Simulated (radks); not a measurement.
# Nuclear size and the levels of Pr³⁺

An exercise on one series of results from a longer session: the logs are not shown, and one member is left open.

The numbers are computed with radks (a radial shooting solver on a logarithmic mesh, Libxc functionals) version 1 (Dirac Kohn-Sham, PBE, spin-unpolarised, spherical densities, finite nucleus; open shells fill j = l - 1/2 first), except any that are marked as measured or tabulated.

## The atom as given

| Item | Value |
| --- | --- |
| element | praseodymium (Z = 59) |
| charge | +3 |
| electrons | 56 |
| configuration | [Xe] 4f2 |
| nuclear rms radius | 4.8919 fm |

The first run:

The run's settings:

```text
Z 59
configuration [Xe] 4f2 6s0 5d0
relativity Dirac
functional pbe,pbe
spin unpolarised
j_filling energy
nucleus finite rms 4.8919 fm
c 137.035999084
```

Steps of the session up to this table: rms radius 4.8919 fm.

One of the session's tables, all rows but one given; the rest of the session is left out.

It belongs to the step «rms radius 4.8919 fm». Radial moments (bohr):

```
level    <r>  outermost maximum (interpolated)  90 % within  nodes
5s1/2  1.469                              1.34         2.10      4
5p1/2  1.629                              1.45         2.36      3
5p3/2  1.702                              1.52         2.46      3
4f5/2  1.009                             0.675         1.72      0
4f7/2      ?                                 ?            ?      ?
5d3/2  2.287                              1.94         3.40      2
5d5/2  2.316                              1.97         3.45      2
6s1/2  3.323                              3.12         4.68      5
```

Estimate the missing values for 4f7/2.

**Answer.** <r>: 1.019; outermost maximum (interpolated): 0.679; 90 % within: 1.74; nodes: 0. In the column «<r>» it lies between 4f5/2 (1.009) and 5s1/2 (1.469).
